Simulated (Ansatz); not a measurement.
Working through a short molecular-dynamics run of AlFH2S2, SMILES [F][Al]([SH])[SH]

With Ansatz's Python interface.

Interactive session:
```pycon
>>> import ansatz as az
>>> import numpy as np
>>> molecule = (
...     az.Crystal.molecule()
...     .atom('F', (-1.0562, -2.0773, 0.2142))
...     .atom('Al', (-0.2437, -0.4699, 0.4138))
...     .atom('S', (1.9932, -0.4183, 0.4439))
...     .atom('S', (-1.3424, 1.4709, 0.613))
...     .atom('H', (2.0994, -0.2534, -0.9546))
...     .atom('H', (-1.4082, 1.684, -0.7765))
... )
>>> calc = (
...     molecule.calculation()
...     .basis(gaussian='6-31G*')
...     .functional('b3lyp')
...     .md('nvt_nose_hoover', timestep=0.25, steps=20, temperature=300, initial_velocities='maxwell_boltzmann', seed=44, thermostat_time=20)
... )
>>> frames = []
>>> done = calc.session().plan().execute(on_event=lambda e: frames.append(e['data']) if e['event'] == 'md_step' else None)
>>> print('t (fs)   E_pot (eV)      E_kin (eV)   T (K)   d(0-1) (A)')
t (fs)   E_pot (eV)      E_kin (eV)   T (K)   d(0-1) (A)
>>> for f in frames[::2]:
...     xyz = np.array(f['positions_ang'])
...     print(f'{f["time_fs"]:6.2f} {f["lagrangian_ev"]:14.5f} {f["e_kin_ev"]:10.5f} {f["temperature_k"]:8.1f} {np.linalg.norm(xyz[0] - xyz[1]):9.4f}')
...
  0.00   -31020.66573    0.15511    300.0    1.8121
  0.50   -31020.69279    0.18213    352.2    1.8084
  1.00   -31020.72449    0.21371    413.3    1.8040
  1.50   -31020.75710    0.24610    476.0    1.7989
  2.00   -31020.78666    0.27521    532.3    1.7933
  2.50   -31020.80968    0.29749    575.4    1.7871
  3.00   -31020.82411    0.31083    601.2    1.7803
  3.50   -31020.83010    0.31534    609.9    1.7730
  4.00   -31020.83037    0.31374    606.8    1.7651
  4.50   -31020.82966    0.31080    601.1    1.7568
  5.00   -31020.83342    0.31190    603.2    1.7480
>>> kept = np.array([f['conserved_ev'] for f in frames])
>>> print(f'conserved energy moves by at most {1000 * np.ptp(kept):.3f} meV')
conserved energy moves by at most 0.271 meV
>>> symbols = [site.symbol for site in molecule.cartesian_sites]
>>> with open('last_frame.xyz', 'w') as handle:
...     handle.write(f'{len(symbols)}\nt = {frames[-1]["time_fs"]} fs\n')
...     handle.writelines('{:2s} {:10.5f} {:10.5f} {:10.5f}\n'.format(s, *xyz) for s, xyz in zip(symbols, frames[-1]['positions_ang']))
...
13
```

It writes `last_frame.xyz`:
```text
6
t = 5.0 fs
F    -1.04067   -2.02508    0.21534
Al   -0.23225   -0.48935    0.42403
S     1.98349   -0.42519    0.43412
S    -1.35650    1.46452    0.60705
H     2.18563   -0.29937   -0.84572
H    -1.33604    1.68838   -0.68050
```

Reading the output:
- Total energies depend on the basis set; only differences at equal settings carry meaning.
- The trajectory is only some femtoseconds long, so its temperature is not equilibrated; where the script doesn't relax first, it starts from a rough generated geometry.
- b3lyp holds the VWN-RPA fit, as in Gaussian; the form of ORCA and Turbomole is b3lyp5.
- The temperature counts the internal degrees of freedom alone.
- Run time: 51 s on 1 thread of Arm Neoverse V2, on a shared host, peak memory 0.22 GiB.
